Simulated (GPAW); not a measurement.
**RPBE/plane waves (scalar-relativistic datasets, plane-wave cutoff 500 eV) run of CH4Zn (SMILES [CH3][ZnH])**

We compute a structure relaxation of CH4Zn. 

The results are computed with GPAW 26.7.0.

2 further runs of the same task are left out: 2 set aside as unsound or not needed. Runs told in other sessions of the task aren't counted.

## (1) Starting point

CH4Zn: 6 atoms, total charge 0, spin state singlet. SMILES: `[CH3][ZnH]`. The shape comes from GFN2-xTB, which is rough for such elements, and wasn't checked as a minimum. The run starts from this shape.

Bond lengths: C1–Zn2 2.008 Å, C1–H3 1.087 Å, C1–H4 1.087 Å, C1–H5 1.087 Å, Zn2–H6 1.541 Å. Angles: C1–Zn2–H6 179.7°, Zn2–C1–H3 112.6°, Zn2–C1–H4 112.6°, Zn2–C1–H5 112.5°, H3–C1–H4 106.2°, H3–C1–H5 106.2°, H4–C1–H5 106.2°.

## (2) A geometry optimisation at RPBE/plane waves (scalar-relativistic datasets, plane-wave cutoff 500 eV)

Contents of calc.py:

```python
import numpy as np
from ase import Atoms
from ase.io import write
from ase.optimize import GPMin
from ase.units import Bohr
from gpaw import GPAW, PW

positions_bohr = np.array(
              [[ -0.336674,  -0.780381,  -1.056470],
               [  0.609815,   1.395676,   1.903842],
               [  1.116375,  -2.155856,  -1.523365],
               [ -2.057590,  -1.852215,  -0.728792],
               [ -0.659212,   0.314980,  -2.764839],
               [  1.327287,   3.077778,   4.169624]])
molecule = Atoms('CZnHHHH', positions=positions_bohr * Bohr)
molecule.set_cell([14.0, 14.0, 14.0])
molecule.center()

gpaw_calc = GPAW(mode={'name': 'pw', 'ecut': 500}, xc='RPBE', maxiter=100, txt='-')
molecule.calc = gpaw_calc

opt = GPMin(molecule, trajectory='mol.traj')
converged = opt.run(fmax=0.05, steps=40)
print('Converged:', converged)
print(f'Final energy            {molecule.get_potential_energy():.5f} eV')
print(f'r(H5-Zn1): {molecule.get_distance(5, 1):.4f} Ang')
print(f'r(H3-C0): {molecule.get_distance(3, 0):.4f} Ang')
write('relaxed.xyz', molecule)
```

Command:

```console
python3 calc.py
```

What it wrote:

```text
__  _  _
 | _ |_)|_||  |
 |__||  | ||/\| - 26.7.0

units:  Angstrom and eV
cores:  1
OpenMP: False

Versions:
  Python: 3.12.14
  ASE:    3.29.0
  Numpy:  2.5.5
  Scipy:  1.18.1
  Libxc:  7.0.0

        _gpaw.cpython-312-x86_64-linux-gnu.so

Input parameters:
  mode=PW(ecut=500),
  maxiter=100,
  xc=XC(name='RPBE')

Diagonalizing LCAO Hamiltonian
Converting LCAO to pw mode
          .---------------------------------.
         /|                                 |
        / |                                 |
       /  |                                 |
      /   |                                 |
     /    |                                 |
    /     |                                 |
   /      |                                 |
  /       |                                 |
 *        |                                 |
 |        |               H                 |
 |        |                                 |
 |        |             Zn                  |
 |        |                                 |
 |        |                                 |
 |        |         H C H                   |
 |        |                                 |
 |        .---------------------------------.
 |       /                                 /
 |      /                                 /
 |     /                                 /
 |    /                                 /
 |   /                                 /
 |  /                                 /
 | /                                 /
 |/                                 /
 *---------------------------------*

Atoms  # Å, Bohr magnetons
|   | symbol |        x |        y |        z |    initial magnetic moments |
|---|--------|----------|----------|----------|-----------------------------|
| 0 |      C | 7.015070 | 6.343110 | 6.069250 | ( 0.0000,  0.0000,  0.0000) |
| 1 |     Zn | 7.515930 | 7.494630 | 7.635780 | ( 0.0000,  0.0000,  0.0000) |
| 2 |      H | 7.783990 | 5.615240 | 5.822180 | ( 0.0000,  0.0000,  0.0000) |
| 3 |      H | 6.104400 | 5.775920 | 6.242650 | ( 0.0000,  0.0000,  0.0000) |
| 4 |      H | 6.844390 | 6.922750 | 5.165220 | ( 0.0000,  0.0000,  0.0000) |
| 5 |      H | 7.895600 | 8.384760 | 8.834780 | ( 0.0000,  0.0000,  0.0000) |

Unit cell  # Å
| periodic |         x |         y |         z |   lengths |    angles |
|----------|-----------|-----------|-----------|-----------|-----------|
|       no | 14.000000 |  0.000000 |  0.000000 | 14.000000 | 90.000000 |
|       no |  0.000000 | 14.000000 |  0.000000 | 14.000000 | 90.000000 |
|       no |  0.000000 |  0.000000 | 14.000000 | 14.000000 | 90.000000 |

Number of symmetries: 1
Symmetry operations  # r_c * U_cc + t_c -> r_c
|   | kind |            matrix            |
|---|------|------------------------------|
| 0 |  E   |  1, 0, 0,  0, 1, 0,  0, 0, 1 |

BZ-sampling:
  Number of BZ points: 1
  Number of IBZ points: 1

  Monkhorst-Pack size: [1, 1, 1]
  Monkhorst-Pack shift: [0, 0, 0]

K-points  # in reciprocal-cell coordinates
|   |                                coordinates |     weight |
|---|--------------------------------------------|------------|
| 0 | (  0.00000000,   0.00000000,   0.00000000) | 1.00000000 |

Plane wave coefficients: 34896
Cutoff: 500.0 eV

Spin-components: 1 (collinear spins)
Bands:           16
Projectors:      23
Spin-degeneracy: 2
Datatype:        float64

  Storage: CPU
  Wave functions: 8_933_376 bytes (8_933_376 per core)
  Projectors: 16_191_744 bytes (16_191_744 per core)

Parallelization:
  kpt:    1
  domain: 1
  band:   1

Density:
  Valence electrons: 20.0
  Components: 1
  Grid points: [75 75 75]
  Charge: 0.0  # |e|

Potential:
  Grid points: [75 75 75]

species:
  C:
    name:    Carbon
    Z:       6.0
    valence: 4
    core:    2
    charge:  0.0  # [|e|]
    file:    C.RPBE.gz
    compensation charges:
      type: gauss
      rc: 0.20  # [Å]
      lmax: 2
    cutoffs:
      filter: 1.14  # [Å]
      core: 1.14  # [Å]
    projectors
    | kind |    occ | energy [eV] | rcut [Å] |
    |------|--------|-------------|----------|
    |   2s |  2.000 |     -13.815 |    0.635 |
    |   2p |  2.000 |      -5.254 |    0.635 |
    |    s |        |      13.396 |    0.635 |
    |    p |        |      21.957 |    0.635 |
    |    d |        |       0.000 |    0.635 |

    Using partial waves for C as LCAO basis

  Zn:
    name:    Zinc
    Z:       30.0
    valence: 12
    core:    18
    charge:  0.0  # [|e|]
    file:    Zn.RPBE.gz
    compensation charges:
      type: gauss
      rc: 0.37  # [Å]
      lmax: 2
    cutoffs:
      filter: 2.14  # [Å]
      core: 2.28  # [Å]
    projectors
    | kind |    occ | energy [eV] | rcut [Å] |
    |------|--------|-------------|----------|
    |   4s |  2.000 |      -5.882 |    1.286 |
    |   4p |  0.000 |      -1.115 |    1.270 |
    |   3d | 10.000 |     -10.078 |    1.180 |
    |    s |        |      21.329 |    1.286 |
    |    p |        |      26.096 |    1.270 |
    |    d |        |      17.133 |    1.180 |

    Using partial waves for Zn as LCAO basis

  H:
    name:    Hydrogen
    Z:       1.0
    valence: 1
    core:    0
    charge:  0.0  # [|e|]
    file:    H.RPBE.gz
    compensation charges:
      type: gauss
      rc: 0.15  # [Å]
      lmax: 2
    cutoffs:
      filter: 0.85  # [Å]
      core: 0.53  # [Å]
    projectors
    | kind |    occ | energy [eV] | rcut [Å] |
    |------|--------|-------------|----------|
    |   1s |  1.000 |      -6.572 |    0.476 |
    |    s |        |      20.639 |    0.476 |
    |    p |        |       0.000 |    0.476 |

    Using partial waves for H as LCAO basis

Reference energy: -49947.137331  # eV

eigensolver:
  PPCG
  Converge bands: occupied
  niter=2

[... 10 lines left out ...]
  Fourier metric: weight=20.0, sigma=0.015
[... 12 lines left out ...]
convergence criteria:
- Maximum [total energy] change in last 3 cyles: 0.0005 eV / valence electron
[... 13 lines left out ...]
Converged in 13 steps
[... 12 lines left out ...]
  Free energy:     -22.768336
[... 2 lines left out ...]
dipole moment: (-0.019854, -0.049415, -0.064936)  # |e|*Ang
[... 79 lines left out ...]
convergence criteria:
- Maximum [total energy] change in last 3 cyles: 0.0005 eV / valence electron
[... 13 lines left out ...]
Converged in 12 steps
[... 12 lines left out ...]
  Free energy:     -19.734004
[... 2 lines left out ...]
dipole moment: (-0.077228, -0.179110, -0.244318)  # |e|*Ang
[... 77 lines left out ...]
convergence criteria:
- Maximum [total energy] change in last 3 cyles: 0.0005 eV / valence electron
[... 13 lines left out ...]
Converged in 12 steps
[... 12 lines left out ...]
  Free energy:     -22.198395
[... 2 lines left out ...]
dipole moment: (-0.014055, -0.030846, -0.043357)  # |e|*Ang
[... 77 lines left out ...]
convergence criteria:
- Maximum [total energy] change in last 3 cyles: 0.0005 eV / valence electron
[... 13 lines left out ...]
Converged in 12 steps
[... 12 lines left out ...]
  Free energy:     -22.791617
[... 2 lines left out ...]
dipole moment: (-0.026437, -0.063659, -0.084939)  # |e|*Ang
[... 78 lines left out ...]
convergence criteria:
- Maximum [total energy] change in last 3 cyles: 0.0005 eV / valence electron
[... 13 lines left out ...]
Converged in 11 steps
[... 12 lines left out ...]
  Free energy:     -22.231026
[... 2 lines left out ...]
dipole moment: (-0.024625, -0.053539, -0.079923)  # |e|*Ang
[... 77 lines left out ...]
convergence criteria:
- Maximum [total energy] change in last 3 cyles: 0.0005 eV / valence electron
[... 13 lines left out ...]
Converged in 11 steps
[... 12 lines left out ...]
  Free energy:     -22.801444
[... 2 lines left out ...]
dipole moment: (-0.026513, -0.061220, -0.082010)  # |e|*Ang
[... 78 lines left out ...]
convergence criteria:
- Maximum [total energy] change in last 3 cyles: 0.0005 eV / valence electron
[... 13 lines left out ...]
Converged in 9 steps
[... 12 lines left out ...]
  Free energy:     -22.756751
[... 2 lines left out ...]
dipole moment: (-0.021077, -0.051535, -0.071569)  # |e|*Ang
[... 68 lines left out ...]
Unit cell  # Å
| periodic |         x |         y |         z |   lengths |    angles |
|----------|-----------|-----------|-----------|-----------|-----------|
|       no | 14.000000 |  0.000000 |  0.000000 | 14.000000 | 90.000000 |
|       no |  0.000000 | 14.000000 |  0.000000 | 14.000000 | 90.000000 |
|       no |  0.000000 |  0.000000 | 14.000000 | 14.000000 | 90.000000 |

Initialization done in: 1.106 s

convergence criteria:
- Maximum [total energy] change in last 3 cyles: 0.0005 eV / valence electron
- Maximum integral of absolute [dens]ity change: 0.0001 electrons / valence electron
- Maximum integral of absolute [eigenst]ate change: 4e-08 eV^2 / valence electron
maximum number of iterations: 100

SCF iterations
|iter     |     time |      energy | eigst |  dens |
|---------|----------|-------------|-------|-------|
|iter:   1| 00:02:19 |  -22.828522 | -1.69 |       |
|iter:   2| 00:02:21 |  -22.825135 | -2.41 | -1.99 |
|iter:   3| 00:02:23 |  -22.808466 | -2.32 | -2.02 |
[... 5 lines of this table left out ...]
|iter:   9| 00:02:32 |  -22.806838c| -7.58c| -4.76c|

Converged in 9 steps
SCF loop duration: 13.326 s (1.481 s/step)
Energy contributions relative to reference atoms: (reference = -49947.137331)

Energy contributions:
  Kinetic:          17.313561
  Coulomb:         -20.350611
  Zero:             -0.005030
  External:          0.000000
  Xc:              -19.764757
  Entropy:           0.000000
  Spinorbit:         0.000000
  ----------------------------
  Free energy:     -22.806838
  Extrapolated:    -22.806838

dipole moment: (-0.026579, -0.062247, -0.083902)  # |e|*Ang

Fermi level: -3.562
Eigenvalues  # (at kpt = [0.000, 0.000, 0.000])
| band index |      eig [eV] | occ [0-2] |
|------------|---------------|-----------|
|          0 |       -16.372 |     2.000 |
|        ... |               |           |
|          2 |       -10.854 |     2.000 |
|          3 |       -10.854 |     2.000 |
|          4 |       -10.815 |     2.000 |
[... 10 lines of this table left out ...]
|         15 |         0.554 |     0.000 |

Gap: 5.344 eV
Transition (v -> c):
  (s=0, k=0, n=9, [0.00, 0.00, 0.00]) -> (s=0, k=0, n=10, [0.00, 0.00, 0.00])
No difference between direct/indirect transitions
vacuum-level: 0.120  # V

Forces  # eV/Ang
|        x |        y |        z |
|----------|----------|----------|
| -0.03369 | -0.04291 | -0.02494 |  # C    0
|  0.00921 |  0.01929 |  0.02163 |  # Zn   1
|  0.00398 |  0.00146 |  0.00444 |  # H    2
|  0.01885 |  0.01149 | -0.00473 |  # H    3
| -0.00110 |  0.00536 | -0.00480 |  # H    4
|  0.00321 |  0.00505 |  0.00973 |  # H    5

Force computation time: 0.914  # s
GPMin:    3 hh:mm:ss      -22.806838        0.059982
          .---------------------------------.
         /|                                 |
        / |                                 |
       /  |                                 |
      /   |                                 |
     /    |                                 |
    /     |                                 |
   /      |                                 |
  /       |                                 |
 *        |                                 |
 |        |               H                 |
 |        |                                 |
 |        |             Zn                  |
 |        |                                 |
 |        |                                 |
 |        |         H C H                   |
 |        |                                 |
 |        .---------------------------------.
 |       /                                 /
 |      /                                 /
 |     /                                 /
 |    /                                 /
 |   /                                 /
 |  /                                 /
 | /                                 /
 |/                                 /
 *---------------------------------*

Atoms  # Å, Bohr magnetons
|   | symbol |        x |        y |        z |    initial magnetic moments |
|---|--------|----------|----------|----------|-----------------------------|
| 0 |      C | 7.016828 | 6.346534 | 6.073524 | ( 0.0000,  0.0000,  0.0000) |
| 1 |     Zn | 7.503411 | 7.469265 | 7.597784 | ( 0.0000,  0.0000,  0.0000) |
| 2 |      H | 7.812505 | 5.619440 | 5.846581 | ( 0.0000,  0.0000,  0.0000) |
| 3 |      H | 6.092081 | 5.784780 | 6.278512 | ( 0.0000,  0.0000,  0.0000) |
| 4 |      H | 6.849555 | 6.958148 | 5.172253 | ( 0.0000,  0.0000,  0.0000) |
| 5 |      H | 7.885328 | 8.358249 | 8.801170 | ( 0.0000,  0.0000,  0.0000) |

Unit cell  # Å
| periodic |         x |         y |         z |   lengths |    angles |
|----------|-----------|-----------|-----------|-----------|-----------|
|       no | 14.000000 |  0.000000 |  0.000000 | 14.000000 | 90.000000 |
|       no |  0.000000 | 14.000000 |  0.000000 | 14.000000 | 90.000000 |
|       no |  0.000000 |  0.000000 | 14.000000 | 14.000000 | 90.000000 |

Initialization done in: 1.110 s

convergence criteria:
- Maximum [total energy] change in last 3 cyles: 0.0005 eV / valence electron
- Maximum integral of absolute [dens]ity change: 0.0001 electrons / valence electron
- Maximum integral of absolute [eigenst]ate change: 4e-08 eV^2 / valence electron
maximum number of iterations: 100

SCF iterations
|iter     |     time |      energy | eigst |  dens |
|---------|----------|-------------|-------|-------|
|iter:   1| 00:02:35 |  -22.807006c| -3.89 |       |
|iter:   2| 00:02:36 |  -22.806991c| -5.06 | -3.16 |
|iter:   3| 00:02:38 |  -22.806926c| -5.09 | -3.20 |
|iter:   4| 00:02:39 |  -22.806917c| -6.01 | -3.59 |
|iter:   5| 00:02:41 |  -22.806917c| -6.78 | -4.19c|
|iter:   6| 00:02:43 |  -22.806917c| -7.71c| -4.46c|

Converged in 6 steps
SCF loop duration: 8.317 s (1.386 s/step)
Energy contributions relative to reference atoms: (reference = -49947.137331)

Energy contributions:
  Kinetic:          17.246853
  Coulomb:         -20.298724
  Zero:             -0.004909
  External:          0.000000
  Xc:              -19.750137
  Entropy:           0.000000
  Spinorbit:         0.000000
  ----------------------------
  Free energy:     -22.806917
  Extrapolated:    -22.806917

dipole moment: (-0.026179, -0.061723, -0.083420)  # |e|*Ang

Fermi level: -3.560
Eigenvalues  # (at kpt = [0.000, 0.000, 0.000])
| band index |      eig [eV] | occ [0-2] |
|------------|---------------|-----------|
|          0 |       -16.369 |     2.000 |
|        ... |               |           |
|          2 |       -10.851 |     2.000 |
|          3 |       -10.851 |     2.000 |
|          4 |       -10.815 |     2.000 |
[... 10 lines of this table left out ...]
|         15 |         0.554 |     0.000 |

Gap: 5.336 eV
Transition (v -> c):
  (s=0, k=0, n=9, [0.00, 0.00, 0.00]) -> (s=0, k=0, n=10, [0.00, 0.00, 0.00])
No difference between direct/indirect transitions
vacuum-level: 0.120  # V

Forces  # eV/Ang
|        x |        y |        z |
|----------|----------|----------|
|  0.00633 |  0.01663 | -0.00813 |  # C    0
|  0.00262 |  0.00681 |  0.00752 |  # Zn   1
|  0.00370 | -0.00215 |  0.00238 |  # H    2
| -0.01057 | -0.00824 |  0.00054 |  # H    3
|  0.00056 | -0.00558 |  0.00720 |  # H    4
| -0.00183 | -0.00780 | -0.00884 |  # H    5

Force computation time: 0.913  # s
GPMin:    4 hh:mm:ss      -22.806917        0.019568
Converged: True
Final energy            -22.80692 eV
r(H5-Zn1): 1.5441 Ang
r(H3-C0): 1.1012 Ang
```

Run time: 2.7 min. Hardware: 1 thread of Intel Xeon 6975P-C (Granite Rapids), shared host; peak memory 0.93 GiB.

Steps, from the record of the run:

```csv
step,energy from the first frame kept (eV),largest force (eV/Å)
0,0.0000,0.7197
1,-0.0233,0.5034
2,-0.0331,0.5761
3,-0.0385,0.0600
4,-0.0386,0.0196
```

After the run. Bond lengths: C1–Zn2 1.955 Å, C1–H3 1.101 Å, C1–H4 1.101 Å, C1–H5 1.102 Å, Zn2–H6 1.544 Å. Angles: C1–Zn2–H6 179.9°, Zn2–C1–H3 111.1°, Zn2–C1–H4 110.9°, Zn2–C1–H5 110.9°, H3–C1–H4 108.0°, H3–C1–H5 107.9°, H4–C1–H5 107.9°.

## (3) Results

Level: RPBE/plane waves (scalar-relativistic datasets, plane-wave cutoff 500 eV).

```
                                                 quantity        value
   energy as printed (from the program's reference atoms)  -22.8069 eV
                                            dipole moment       0.51 D
HOMO energy (shifted to the vacuum level, unlike the log)     -6.35 eV
LUMO energy (shifted to the vacuum level, unlike the log)     -1.01 eV
                                            HOMO–LUMO gap      5.34 eV
```

What this shows: At the final geometry: Bond lengths: C1–Zn2 1.955 Å, C1–H3 1.101 Å, C1–H4 1.101 Å, C1–H5 1.102 Å, Zn2–H6 1.544 Å. Angles: C1–Zn2–H6 179.9°, Zn2–C1–H3 111.1°, Zn2–C1–H4 110.9°, Zn2–C1–H5 110.9°, H3–C1–H4 108.0°, H3–C1–H5 107.9°, H4–C1–H5 107.9°. The optimisation took 4 steps and changed the energy by -0.039 eV.
